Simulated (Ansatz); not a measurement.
**BF₃: one structure at several levels**

How do the functionals fare away from a minimum? The structure is a structure displaced at random from a GFN2-xTB minimum.

The runs use Ansatz 0.2.0, Gaussian basis; single points in def2-TZVPP.

Cores are frozen in the correlated methods. B3LYP uses VWN-RPA correlation.

### Step 1. The starting structure

4 atoms, charge 0, spin multiplicity 1.

Atoms are counted from 1 here; the program's logs count them from 0.

Bond lengths: F1–B2 1.273 Å, B2–F3 1.274 Å, B2–F4 1.344 Å. Angles: F1–B2–F3 121.3°, F1–B2–F4 119.4°, F3–B2–F4 119.1°.

As a file:

```xyz
4

F     0.5156    0.1943    1.1534
B     0.0375   -0.0378   -0.0030
F    -0.2262   -1.2252   -0.3836
F    -0.2826    0.9923   -0.8042
```

### Step 2. CCSD(T)/def2-TZVPP

run/in.yaml reads:

```yaml
crystal:
  periodic: [false, false, false]
  atoms:
    - {symbol: F, position_ang: [0.515600, 0.194300, 1.153400]}
    - {symbol: B, position_ang: [0.037500, -0.037800, -0.003000]}
    - {symbol: F, position_ang: [-0.226200, -1.225200, -0.383600]}
    - {symbol: F, position_ang: [-0.282600, 0.992300, -0.804200]}
basis:
  gaussian: {orbitals: def2-TZVPP}
correlation: {method: ccsd_t}
output: {forces: true}
```

No record of the launch command was kept for these runs.

### Step 3. PBE0-D4/def2-TZVPP

run/in.yaml: that of step 2 with these lines changed.

```diff
@@ -9,3 +9,3 @@
   gaussian: {orbitals: def2-TZVPP}
-correlation: {method: ccsd_t}
-output: {forces: true}
+hamiltonian: {xc: pbe0, dispersion: d4}
+output: {forces: true, orbitals: {seedname: orbitals}}
```

### Step 4. wB97M-V/def2-TZVPP

run/in.yaml: that of step 3 with these lines changed.

```diff
@@ -9,3 +9,3 @@
   gaussian: {orbitals: def2-TZVPP}
-hamiltonian: {xc: pbe0, dispersion: d4}
-output: {forces: true, orbitals: {seedname: orbitals}}
+hamiltonian: {xc: {name: wB97M-V}}
+output: {forces: true}
```

### Step 5. r2SCAN-D4/def2-TZVPP

run/in.yaml: that of step 4 with these lines changed.

```diff
@@ -9,3 +9,3 @@
   gaussian: {orbitals: def2-TZVPP}
-hamiltonian: {xc: {name: wB97M-V}}
+hamiltonian: {xc: r2scan, dispersion: d4}
 output: {forces: true}
```

### Step 6. PBE-D4/def2-TZVPP

run/in.yaml: that of step 5 with these lines changed.

```diff
@@ -9,3 +9,3 @@
   gaussian: {orbitals: def2-TZVPP}
-hamiltonian: {xc: r2scan, dispersion: d4}
+hamiltonian: {xc: pbe, dispersion: d4}
 output: {forces: true}
```

### Step 7. BLYP-D4/def2-TZVPP

run/in.yaml: that of step 6 with these lines changed.

```diff
@@ -9,3 +9,3 @@
   gaussian: {orbitals: def2-TZVPP}
-hamiltonian: {xc: pbe, dispersion: d4}
+hamiltonian: {xc: {name: BLYP}, dispersion: d4}
 output: {forces: true}
```

### Step 8. B3LYP-D4/def2-TZVPP

run/in.yaml: that of step 7 with these lines changed.

```diff
@@ -9,3 +9,3 @@
   gaussian: {orbitals: def2-TZVPP}
-hamiltonian: {xc: {name: BLYP}, dispersion: d4}
+hamiltonian: {xc: {name: B3LYP}, dispersion: d4}
 output: {forces: true}
```

(Steps that only read results are left out.)

Before running it: what results should come out? Wanted: energy less free atoms, CCSD(T)/def2-TZVPP; RMS force component; RMS force error; HOMO and LUMO, PBE0-D4; T1 diagnostic.

As calculated:

```
                                  quantity                                                                                            value
energy less free atoms, CCSD(T)/def2-TZVPP                                                                                   -1905.8 kJ/mol
                       RMS force component                                                             1.221 to 1.476 eV/Å over the methods
                           RMS force error  PBE0-D4 0.107, wB97M-V 0.045, r2SCAN-D4 0.037, PBE-D4 0.282, BLYP-D4 0.377, B3LYP-D4 0.048 eV/Å
                    HOMO and LUMO, PBE0-D4                                                                               -12.13 and 0.42 eV
                             T1 diagnostic                                                                                            0.012
```

What this shows: Against CCSD(T) the functionals' energies less atoms differ by -100.3 to -32.4 kJ/mol, PBE-D4 by -100.3 kJ/mol. A larger basis would deepen the CCSD(T) value, while the functionals are nearly converged already, so the order here is not reliable. For forces r2SCAN-D4 does best and BLYP-D4 worst. Frozen-core CCSD(T) forces in triple zeta carry basis errors of their own, and this is one geometry, so small gaps rank nothing.
